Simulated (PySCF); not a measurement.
# ClH3MnN (Mn ... Cl- ... H3N+): the cost of one run

Programs: PySCF 2.14.0, with routines of our own; each step states its level. All values are computed. Atoms count from 0.

## Step 1: The system as given

6 atoms, charge 0, high-spin multiplicity 7; geometry from: GFN2-xTB fragments, placed rigidly.

The system (radical pair across a spacer): Mn···Cl-···H3N+. The radical centres are 5.80 Å apart, face to face; the spin sites are atom 0 (5 unpaired) and atoms 1, 2, 3, 4 (1 unpaired).

## Step 2: Magnetic exchange: CASSCF and SC-NEVPT2/def2-TZVP (6,6)

What the job is given:

```
{"job": {"kind": "cas", "basis": "def2-TZVP", "active": "magnetic", "zfs": false}, "charge": 0, "high_spin_multiplicity": 7, "spin_sites": [[[0], 5], [[1, 2, 3, 4], 1]]}
Mn    -0.000000    -0.000000    -4.426300
N     -0.000000    -0.000000     1.369700
H     -0.881600    -0.528900     1.369700
H     -0.017200     1.027900     1.369700
H      0.898900    -0.499000     1.369700
Cl    -0.000000    -0.000000    -1.052300
```

With the program's defaults for keys left out, this is: CASSCF and SC-NEVPT2/def2-TZVP spin states, gas phase.

On the command line:

```sh
OMP_NUM_THREADS=1 python exch_run.py task.json out
```

The driver reads the jobs from task.json and runs them one after another.

**Question.** How long does this first job take on 1 thread of Arm Neoverse N1, shared host, and how much memory does it need?

About 18 s, with a peak of 0.29 GiB.
